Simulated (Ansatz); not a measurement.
# C₂H₅BFN: how energies converge with the basis set

One table from this session's results is given with a row withheld; the runs are named, their logs left out.

Computed with Ansatz 0.2.0, Gaussian basis. Level: one geometry, several basis sets.

Plan: PBE0-D4/def2-SVP; ωB97M-V/def2-SVP; PBE0-D4/def2-QZVPP; ωB97M-V/def2-QZVPP; the functionals' def2-TZVPP values are taken from earlier runs.

## The geometry

All runs share one geometry, relaxed beforehand with PBE0-D4 in a triple-zeta def2 set.

SMILES `C=NB(C)F`, 10 atoms, charge 0, spin multiplicity 1.

Atoms are counted from 1 here; the program's logs count them from 0.

Bond lengths: C1–N2 1.240 Å, C1–H6 1.098 Å, C1–H7 1.096 Å, N2–B3 1.385 Å, B3–C4 1.566 Å, B3–F5 1.345 Å, C4–H8 1.094 Å, C4–H9 1.095 Å, C4–H10 1.090 Å. Angles: N2–C1–H6 122.6°, N2–C1–H7 121.3°, H6–C1–H7 116.2°, C1–N2–B3 159.8°, N2–B3–C4 123.0°, N2–B3–F5 117.7°, C4–B3–F5 119.3°, B3–C4–H8 110.2°, B3–C4–H9 109.6°, B3–C4–H10 113.5°, H8–C4–H9 106.4°, H8–C4–H10 108.4°, H9–C4–H10 108.4°.

Set-up of the first run:

File in.yaml:

```yaml
crystal:
  periodic: [false, false, false]
  atoms:
    - {symbol: C, position_ang: [0.509458, 1.557594, 1.289921]}
    - {symbol: N, position_ang: [-0.161222, 0.721689, 0.666161]}
    - {symbol: B, position_ang: [-0.637830, -0.034239, -0.392355]}
    - {symbol: C, position_ang: [0.011471, -1.390116, -0.831934]}
    - {symbol: F, position_ang: [-1.749972, 0.395012, -1.014944]}
    - {symbol: H, position_ang: [1.218470, 2.234127, 0.795467]}
    - {symbol: H, position_ang: [0.420915, 1.661069, 2.377380]}
    - {symbol: H, position_ang: [-0.718151, -2.201661, -0.749911]}
    - {symbol: H, position_ang: [0.297050, -1.336117, -1.887400]}
    - {symbol: H, position_ang: [0.893013, -1.658558, -0.249487]}
basis:
  gaussian: {orbitals: def2-SVP}
hamiltonian: {xc: pbe0, dispersion: d4}
output: {orbitals: {seedname: orbitals}}
```

On the command line:

```console
$ ansatz run in.yaml --threads 2 --pin off --events-out ev --progress --plain --max-ram 4352MiB
```

Steps of the session up to this table: PBE0-D4 in def2-SVP; ωB97M-V in def2-SVP; PBE0-D4 in def2-QZVPP; ωB97M-V in def2-QZVPP.

One of the session's tables, all rows but one given; the rest of the session is left out.

It belongs to the step «Functionals by basis». 

| functional | basis | HOMO (eV) |
| --- | --- | --- |
| PBE0-D4 | def2-SVP | -7.43 |
| PBE0-D4 | def2-TZVPP | -7.53 |
| PBE0-D4 | def2-QZVPP | -7.55 |
| ωB97M-V | def2-SVP | -9.73 |
| ωB97M-V | def2-TZVPP | -9.84 |
| ωB97M-V | def2-QZVPP | ? |

**Question.** Estimate the row for ωB97M-V, def2-QZVPP.

As computed: HOMO (eV): -9.86. In the column «HOMO (eV)» it is the lowest.
